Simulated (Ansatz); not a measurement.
Consider a convergence test of the k-point mesh of Bi₂Te₃, space group R-3m (Ansatz 0.2.0, Python API).

`kconv.py`:
```python
"""Convergence of Bi2Te3 with the k-point mesh."""

import warnings

import ansatz as az
from tabulate import tabulate

FUNCTIONAL = "PBE"
CUTOFF = 450
SMEARING = "fermi_dirac"


def main() -> None:
    warnings.simplefilter("ignore", az.DeckWarning)

    cell = (
        az.Lattice.of((2.193, 1.266129, 10.165667), (-2.193, 1.266129, 10.165667), (0.0, -2.532258, 10.165667))
        .atom("Bi", (0.4, 0.4, 0.4))
        .atom("Bi", (0.6, 0.6, 0.6))
        .atom("Te", (0.0, 0.0, 0.0))
        .atom("Te", (0.2095, 0.2095, 0.2095))
        .atom("Te", (0.7905, 0.7905, 0.7905))
    )

    model = (
        cell.calculation()
        .functional(FUNCTIONAL)
        .basis(CUTOFF)
        .occupations(SMEARING)
        .stress()
    )

    rows = []
    for value in [1.0, 0.6, 0.4, 0.3]:
        summary = model.kpoints(spacing=value).run(threads=1).report
        rows.append((value, summary["free_energy_ev"] / len(summary["lattice"]["sites"]), summary["n_iterations"], sum(summary["stress_gpa"][i][i] for i in range(3)) / 3, summary["n_kpoints"]))

    print(tabulate(rows, headers=["spacing (1/A)", "F/atom (eV)", "iterations", "P (GPa)", "k-points"], floatfmt=".4f", tablefmt="github"))

    # differences from the last row
    for row in rows[:-1]:
        shift = 1000 * (row[1] - rows[-1][1])
        print(f"{row[0]}: {shift:+.2f} meV/atom" + ("  (within 5 meV)" if abs(shift) < 5 else ""))


if __name__ == "__main__":
    main()
```

From which mesh on is the energy per atom within 5 meV of the last row, and how does it get there?

From a spacing of 0.4 (5×5×5) on it stays within 5 meV an atom of the value at a spacing of 0.3 (6×6×6); the first row (a spacing of 1.0 (2×2×2)) is off by 243.9 meV and the last but one by 0.28 meV. The pressure moves from 4.25 to 1.90 GPa. The last run costs about 6.6 times the first.

What the script printed:

`python kconv.py` gives:
```text
|   spacing (1/A) |   F/atom (eV) |   iterations |   P (GPa) |   k-points |
|-----------------|---------------|--------------|-----------|------------|
|          1.0000 |    -9146.5786 |            7 |    4.2460 |          4 |
|          0.6000 |    -9146.8135 |            7 |    2.0041 |          6 |
|          0.4000 |    -9146.8228 |            7 |    1.8854 |         19 |
|          0.3000 |    -9146.8225 |            7 |    1.8993 |         32 |
1.0: +243.93 meV/atom
0.6: +8.99 meV/atom
0.4: -0.28 meV/atom  (within 5 meV)
```

Pressure is positive in compression. Spin-orbit coupling, which matters for elements this heavy, is left out. The structure is a deposited one; some such entries were measured under pressure or heat, so a shift against it needn't be the functional's error alone. Shifts are counted from the finest mesh, which is itself no proven limit. Hardware and time: 30 s on 1 thread of Arm Neoverse V1, on a shared host, peak memory 0.57 GiB.

(Lines on the test bed's own set-up are left out of the output.)
